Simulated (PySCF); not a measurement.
# CuOBr: singlet, from a bent start

Aim: relax CuOBr as a singlet from a bent start, check by its vibrations whether the end is a minimum, and collect its spectrum and constants.

Program: PySCF 2.14.0. Level of theory: PBE0, basis Cu def2-TZVP, O def2-TZVP, Br def2-TZVP, no relativity, density fitting. These are calculated values, not measurements.

**1. Starting geometry**

3 atoms, charge 0, spin multiplicity 1.

Bond lengths: Cu1–O2 1.720 Å, Cu1–Br3 2.260 Å. Angles: O2–Cu1–Br3 110.0°.

```xyz
3
charge 0 multiplicity 1
Cu    0.0000    0.0000    0.0000
O    -1.4089    0.0000    0.9866
Br    1.8513    0.0000    1.2963
```

**2. First SCF at the start**

One driver script runs all steps and calls PySCF; scf.py shows how it sets up the SCF of each step. The optimiser is the driver's own. After this first run the driver tries any further starts and a stability analysis.

The input, scf.py:

```python
from pyscf import gto, scf, dft
mol = gto.M(atom='''
Cu     0.000000     0.000000     0.000000
O     -1.408900     0.000000     0.986600
Br     1.851300     0.000000     1.296300''',
    basis={'Cu': 'def2-TZVP', 'O': 'def2-TZVP', 'Br': 'def2-TZVP'},
    charge=0, spin=0)
mf = dft.RKS(mol, xc='PBE0')
mf.grids.atom_grid = (50, 194)
aux = {'Cu': 'def2-universal-JKFIT', 'O': 'def2-universal-JKFIT', 'Br': 'def2-universal-JKFIT'}
mf = mf.density_fit(auxbasis=aux)
mf.conv_tol = 1e-08
mf.diis_space = 10
mf.max_cycle = 60
mf.init_guess = 'minao'
mf.verbose = 4
mf.kernel()
```

Launch:

```bash
> OMP_NUM_THREADS=4 python axn.py task.json out
```

After this run come: Relaxation: bent start, singlet; Frequencies; A spin-polarised start; Frequencies.

**Question.** What will these runs give? Wanted: minimum; geometry; wavenumbers; dipole moment; highest occupied, lowest empty level; polar-tensor charge of Cu1; zero-point energy; atomisation energy; ⟨S²⟩.

The runs gave:

```
                                          quantity                                        value
                                           minimum                broken-symmetry (Ms = 0), C∞v
                                          geometry  Cu–Br 2.188 Å, Cu–O 1.702 Å; Br–Cu–O 180.0°
                                wavenumbers (cm⁻¹)                           108, 108, 303, 717
                                     dipole moment                                       0.53 D
highest occupied, lowest empty level (either spin)                              -8.54, -5.68 eV
                        polar-tensor charge of Cu1                                      +0.47 e
                                 zero-point energy                                   7.4 kJ/mol
                               entropy at 298.15 K                              283.1 J/(mol K)
         atomisation energy (no zero-point energy)                                   481 kJ/mol
                                              ⟨S²⟩                                        1.011
```

What this shows: The bent start (Cs) ends in a minimum of C∞v symmetry. The determinant is spin-contaminated (⟨S²⟩ = 1.01 against 0.00), so it is no pure spin state. The strongest infrared band lies at 108 cm⁻¹ (bend). Only this shape and spin were tried, so other structures or states may lie lower. The SCF density has lower symmetry than the nuclear frame.
